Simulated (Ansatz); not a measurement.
# CdAu: how the settings move a relaxation

Aim: see which settings change the result for CdAu, by how much, and at what cost.

Computed with Ansatz 0.2.0 (reference: DFT, r2SCAN, PAW with Ansatz's default frozen-core files, scalar-relativistic; relaxation of cell and atoms, unless a step's input says otherwise).

1 further run of the same task is left out (set aside as unsound or not needed).

## Step 1: The structure to begin with

Symmetry: Pm-3m, No. 221, cubic system. Conventional cell: a = 3.320 Å, b = 3.320 Å, c = 3.320 Å, α = 90.00°, β = 90.00°, γ = 90.00°. Cd (site symmetry m-3m) has 8 Au at 2.88 Å as nearest neighbours. Au (site symmetry m-3m) has 8 Cd at 2.88 Å as nearest neighbours.

Coordinates:

```
Cd Au
1.0
     3.32000    0.00000    0.00000
     0.00000    3.32000    0.00000
     0.00000    0.00000    3.32000
Cd Au
1 1
Direct
  0.50000 0.50000 0.50000
  0.00000 0.00000 0.00000
```

## Step 2: Baseline

The input, input.yaml:

```yaml
crystal:
  lattice:
    - [3.32, 0.0, 0.0]
    - [0.0, 3.32, 0.0]
    - [0.0, 0.0, 3.32]
  atoms:
    - { symbol: Cd, position: [0.5, 0.5, 0.5] }
    - { symbol: Au, position: [0.0, 0.0, 0.0] }
kpoints:
  mp_grid: { grid: [12, 12, 12] }
scf:
  occupations: { method: fermi_dirac, width: 0.1 }
hamiltonian:
  xc: r2scan
  pseudopotentials: { kind: paw }
relax:
  f_tol: 0.002
  max_steps: 80
  cell: {}
output:
  forces: true
  stress: true
```

The run is started by

```bash
ansatz run input.yaml --threads 1 --pin off --max-ram 2560MiB --backend cpu --events-out ev --progress --plain --runs-dir out
```

Excerpt of the output:

```text
[...]
Basis set: ecut = 500 eV, 925 PW (Γ), exchange–correlation on 100×100×100 points (64 copies of the dense FFT grid, shifted against one another)
[...]
k-points: 84 of 1728
[...]
SCF iter   1: F=—  HF=-21432.111859 eV  |F-HF|=—  |Δ(HF+E_count)|=         —  Δρ=1.26e-2  dr2=6.84e-2  dr2_τ=1.79e-2  ethr=1.77e-3  ⟨swp⟩=5.4  Hψ=7849  notcnv=0
preconditioner: auto → Kerker (q_TF=auto, 2.757 Å⁻¹)  [metal: Δε(μ)=0.027 eV  Ē_g=13.651 eV  σ=0.100 eV  W_gap=0.07  n_scr=18 (ndim 8)  ℏωp=29.4 eV  f_vac=0.000  D(μ)=0.44/eV (n_scr^D=0)]
SCF iter   2: F=—  HF=-21432.102848 eV  |F-HF|=—  |Δ(HF+E_count)|=   9.01e-3  Δρ=5.57e-3  dr2=1.25e-2  dr2_τ=1.62e-3  ethr=1.76e-4  ⟨swp⟩=1.9  Hψ=2895  notcnv=0
[...]
relax step   1: F+E_penalty+E_count = -21432.10317624 eV  Δ(F+E_penalty+E_count) = +0.000e0 eV  max|allowed force component| = 3.701e-29 eV/Å  Δτ_max = 0.0000 Å  P = +3.344 GPa  Ω = 36.594 Å³  (8 SCF iters, dr2 threshold 1.00e-7 eV, accepted)
[...]
Basis set: ecut = 500 eV, 1021 PW (Γ), exchange–correlation on 100×100×100 points (64 copies of the dense FFT grid, shifted against one another)
[...]
relax step   2: F+E_penalty+E_count = -21432.09161518 eV  Δ(F+E_penalty+E_count) = +1.156e-2 eV  max|allowed force component| = 4.602e-29 eV/Å  Δτ_max = 0.0000 Å  P = -3.928 GPa  Ω = 39.296 Å³  energy of the carried Pulay correction = -1.690e-3 eV  (7 SCF iter
[...]
Basis set: ecut = 500 eV, 949 PW (Γ), exchange–correlation on 100×100×100 points (64 copies of the dense FFT grid, shifted against one another)
[...]
relax step   3: F+E_penalty+E_count = -21432.11324570 eV  Δ(F+E_penalty+E_count) = -1.007e-2 eV  max|allowed force component| = 3.274e-29 eV/Å  Δτ_max = 0.0000 Å  P = -0.309 GPa  Ω = 37.789 Å³  energy of the carried Pulay correction = -7.624e-4 eV  (10 SCF ite
[...]
relax step   4: F+E_penalty+E_count = -21432.11342245 eV  Δ(F+E_penalty+E_count) = -1.767e-4 eV  max|allowed force component| = 2.261e-29 eV/Å  Δτ_max = 0.0000 Å  P = -0.006 GPa  Ω = 37.680 Å³  energy of the carried Pulay correction = -6.936e-4 eV  (4 SCF iter
[...]
SCF iter   7: F=—  HF=-21432.114156 eV  |F-HF|=—  |Δ(HF+E_count)|=  3.31e-10  Δρ=3.09e-7  dr2=2.51e-11  dr2_τ=4.59e-12  ethr=1.00e-12  ⟨swp⟩=2.0  Hψ=2974  notcnv=0
SCF iter   8: F=-21432.114156 eV  HF=-21432.114156 eV  |F-HF|=1.46e-11  |Δ(HF+E_count)|=  7.28e-12  Δρ=5.10e-8  dr2=9.22e-13  dr2_τ=5.74e-14  ethr=1.00e-12  ⟨swp⟩=5.1  Hψ=8179  notcnv=0
[...]
relax step   5: F+E_penalty+E_count = -21432.11415638 eV  Δ(F+E_penalty+E_count) = -7.339e-4 eV  max|allowed force component| = 1.433e-29 eV/Å  Δτ_max = 0.0000 Å  P = +0.009 GPa  Ω = 37.680 Å³  stress off target by 8.63e-3 GPa  SCF on the basis re-selected at 
[...]
SCF converged after 8 iterations
Free energy (F): -21432.114156 eV
[...]
E sigma→0 (E₀):  -21432.106526 eV
[...]
Fermi energy:    17.812397 eV
[...]
  P = ⅓ Tr σ = 0.0086 GPa (0.086 kbar)
--- Relaxed structure (4 steps of the walk, 3 accepted, 1 SCFs on fresh bases) ---
[...]
```

Wall time 20 s (1 thread of Intel Xeon 6975P-C (Granite Rapids), shared host); peak memory 0.51 GiB.

## Step 3: Changing settings: mp_grid.grid [10, 10, 10]

Edit input.yaml of step 2 so:

```diff
@@ -9,3 +9,3 @@
 kpoints:
-  mp_grid: { grid: [12, 12, 12] }
+  mp_grid: { grid: [10, 10, 10] }
 scf:
@@ -22 +22,5 @@
   stress: true
+  write_density: true
+  write_potential: true
+  elf: true
+  volumetric_format: npy
```

The run is started by

```bash
ansatz run input.yaml --threads 1 --pin off --max-ram 2560MiB --backend cpu --events-out ev --progress --plain --runs-dir out
```

Standard output, shortened:

```text
[...]
Pseudopotentials: kind: paw
Pseudopotential: Cd, paw, valence charge 20, recommended cutoff 500 eV (meta_gga), Cd.paw.azcp
Pseudopotential: Au, paw, valence charge 19, recommended cutoff 500 eV (meta_gga), Au.paw.azcp
Functional definition: r2SCAN
[...]
Crystal: 2 atoms, lattice volume = 36.594 Å³
Basis set: ecut = 500 eV, 925 PW (Γ), exchange–correlation on 100×100×100 points (64 copies of the dense FFT grid, shifted against one another)
Bands: 24, of which v1, the nominal top of the filled ones, is band 20 counted from 1 (19 counted from 0)
Symmetry: 48 space group operations
Space group: Pm-3m (ITA 221), of the structure as read, at distance tolerance 3.3e-5 Å
k-points: 56 of 1000
[...]
SCF iter   1: F=—  HF=-21432.108850 eV  |F-HF|=—  |Δ(HF+E_count)|=         —  Δρ=1.24e-2  dr2=6.65e-2  dr2_τ=1.78e-2  ethr=1.77e-3  ⟨swp⟩=5.4  Hψ=5237  notcnv=0
[...]
relax step   1: F+E_penalty+E_count = -21432.10082838 eV  Δ(F+E_penalty+E_count) = +0.000e0 eV  max|allowed force component| = 3.221e-29 eV/Å  Δτ_max = 0.0000 Å  P = +3.247 GPa  Ω = 36.594 Å³  (8 SCF iters, dr2 threshold 1.00e-7 eV, accepted)
[...]
relax step   4: F+E_penalty+E_count = -21432.11041793 eV  Δ(F+E_penalty+E_count) = -1.631e-4 eV  max|allowed force component| = 1.164e-29 eV/Å  Δτ_max = 0.0000 Å  P = -0.006 GPa  Ω = 37.641 Å³  energy of the carried Pulay correction = -6.691e-4 eV  (4 SCF iters, dr2 threshold 2.00e-7 eV, accepted)
[...]
relax step   5: F+E_penalty+E_count = -21432.11112387 eV  Δ(F+E_penalty+E_count) = -7.059e-4 eV  max|allowed force component| = 1.075e-29 eV/Å  Δτ_max = 0.0000 Å  P = +0.009 GPa  Ω = 37.641 Å³  stress off target by 8.66e-3 GPa  SCF on the basis re-selected at this cell (its energy is not [...]
SCF converged after 8 iterations
Free energy (F): -21432.111124 eV
[...]
E sigma→0 (E₀):  -21432.103173 eV
Entropy (-TS):   -0.015902 eV (-7.951 meV/atom)
Fermi energy:    17.778717 eV
[...]
--- Forces (eV/Å), atoms counted from 1 ---
  atom   1  Cd     0.00000000     0.00000000     0.00000000
  atom   2  Au    -0.00000000     0.00000000    -0.00000000
[...]
--- Stress (GPa, compression-positive) ---
        0.008662       0.000000      -0.000000
        0.000000       0.008662       0.000000
        0.000000       0.000000       0.008662
  P = ⅓ Tr σ = 0.0087 GPa (0.087 kbar)
--- Band table (eV; the first three rows and the last of 56) ---
[... band rows left out ...]
[...]
--- Relaxed structure (4 steps of the walk, 3 accepted, 1 SCFs on fresh bases) ---
  F+E_penalty+E_count = -21432.11112387 eV   max|allowed force component| = 1.075e-29 eV/Å   (the final SCF, on the basis selected at the relaxed cell)
  cell:  # Å, volume = 37.6410 Å³
    - [3.3513550392447393, -1.6049416203226965e-35, -4.012354050806742e-34]
    - [-1.6049416203226965e-35, 3.3513550392447393, -1.925929944387236e-34]
    - [-1.6049416203226965e-35, -1.925929944387236e-34, 3.3513550392447393]
  atoms:
    - { symbol: Cd, position: [0.5, 0.5, 0.5] }
    - { symbol: Au, position: [-1.099161069531891e-47, -1.3189932834382692e-47, -2.3408381773460992e-97] }
```

Run time: 15 s. Hardware: 1 thread of Intel Xeon 6975P-C (Granite Rapids), shared host; peak memory 0.51 GiB.

Changing the k-point mesh moves the energy by +1.5 meV/atom. Sampling errors of the energy have no fixed sign.

## Step 4: Comparison

```csv
run,ending,energy change,pressure (GPa),gap (eV),force (eV/Å),cycles,time
reference,converged,0,0.0,0.00,0.00,37,20 s
"1: mp_grid.grid [10, 10, 10]",converged,+1.5 meV/atom,0.0,0.00,0.00,37,15 s
```

Times don't compare one to one where runs were asked for different outputs or read a saved state (see the inputs); cycles may leave out searches for a lower state.

Changing the k-point mesh moves the energy by +1.5 meV/atom. Sampling errors of the energy have no fixed sign.
